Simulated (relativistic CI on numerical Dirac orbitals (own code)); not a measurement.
# Re²⁺ (5d5) in crystal fields: levels and magnetism

Aim: the levels, ground state and powder susceptibility of Re²⁺ in 6 parametric crystal fields.

Method: Dirac-Coulomb-Breit CI, KLI orbitals optimised for each configuration, model QED (radiative potential, 1s self-energy scaled to tabulated hydrogen-like ionisation energies), valence Slater integrals scaled by 0.7, one configuration in a parametric crystal field. Code: relativistic CI on numerical Dirac orbitals (own code) version 1.

## 1. What is computed

* ion: Re²⁺ (Re III)
* nuclear charge: 75
* electrons: 73
* open shell: 5d5
* Slater scale: 0.7
* field 1 (cm⁻¹): Oh, 10Dq = 5500
* field 2 (cm⁻¹): Oh, 10Dq = 9950
* field 3 (cm⁻¹): Oh, 10Dq = 14350
* field 4 (cm⁻¹): Oh, 10Dq = 18800
* field 5 (cm⁻¹): Oh, 10Dq = 23200
* field 6 (cm⁻¹): Oh, 10Dq = 27600

The outer shells:

[Xe] 4f14 5d5
```
[Xe] core
4f [↑↓][↑↓][↑↓][↑↓][↑↓][↑↓][↑↓]
5d [↑ ][↑ ][↑ ][↑ ][↑ ]
```

## 2. Field 1: Oh, 10Dq = 5500

The run's settings:

```ini
atom Re  Z=75  charge=2  electrons=73
nucleus A=187  rms_radius_fm=5.3698
hamiltonian dirac-coulomb  breit=on  qed=on  c_scale=1
orbitals kli  potential=per-configuration
slater_scale 0.7
correlation none
mixing on
configurations
  [Xe] 4f14 5d5
end
crystal_field Oh 10Dq=5500
```

## 3. Field 2: Oh, 10Dq = 9950

Changes to the settings of step 2:

```diff
@@ -10,2 +10,2 @@
 end
-crystal_field Oh 10Dq=5500
+crystal_field Oh 10Dq=9950
```

## 4. Field 3: Oh, 10Dq = 14350

Changes to the settings of step 3:

```diff
@@ -10,2 +10,2 @@
 end
-crystal_field Oh 10Dq=9950
+crystal_field Oh 10Dq=14350
```

## 5. Field 4: Oh, 10Dq = 18800

Changes to the settings of step 4:

```diff
@@ -10,2 +10,2 @@
 end
-crystal_field Oh 10Dq=14350
+crystal_field Oh 10Dq=18800
```

## 6. Field 5: Oh, 10Dq = 23200

Changes to the settings of step 5:

```diff
@@ -10,2 +10,2 @@
 end
-crystal_field Oh 10Dq=18800
+crystal_field Oh 10Dq=23200
```

## 7. Field 6: Oh, 10Dq = 27600

Changes to the settings of step 6:

```diff
@@ -10,2 +10,2 @@
 end
-crystal_field Oh 10Dq=23200
+crystal_field Oh 10Dq=27600
```

(Steps that only read results are left out.)

Before running it: what results should come out? Wanted: ground spin; ground doublet.

**Answer**, as computed:

| field | ground state | degeneracy | S | J | first gap (cm⁻¹) | stabilisation (cm⁻¹) | χT at 2 K | χT at 300 K |
| --- | --- | --- | --- | --- | --- | --- | --- | --- |
| 1: Oh | G7 | 2 | 2.37 | 2.54 | 69 | -214 | 1.103 | 4.110 |
| 2: Oh | G7 | 2 | 2.05 | 2.89 | 564 | -1178 | 0.831 | 2.600 |
| 3: Oh | G7 | 2 | 0.95 | 3.94 | 3845 | -6031 | 0.514 | 0.675 |
| 4: Oh | G7 | 2 | 0.69 | 4.22 | 4846 | -13596 | 0.478 | 0.592 |
| 5: Oh | G7 | 2 | 0.61 | 4.34 | 4744 | -21646 | 0.465 | 0.569 |
| 6: Oh | G7 | 2 | 0.57 | 4.40 | 4632 | -29940 | 0.455 | 0.555 |

χT is in cm³ K/mol; stabilisation counts from the free ion's lowest level; S and J come from the expectation values of their squares.

```
                           quantity                                                 value
ground spin (effective S from ⟨S²⟩)  1: 2.37, 2: 2.05, 3: 0.95, 4: 0.69, 5: 0.61, 6: 0.57
                        χT at 300 K                                0.56 to 4.11 cm³ K/mol
                     ground doublet                         field 2, g = 2.95, 2.95, 2.95
```

In words: Between 10Dq = 9950 and 14350 cm⁻¹ the ground state changes from S = 2 to S = 1: a spin crossover. The field is a set of parameters, without covalency or charge transfer.
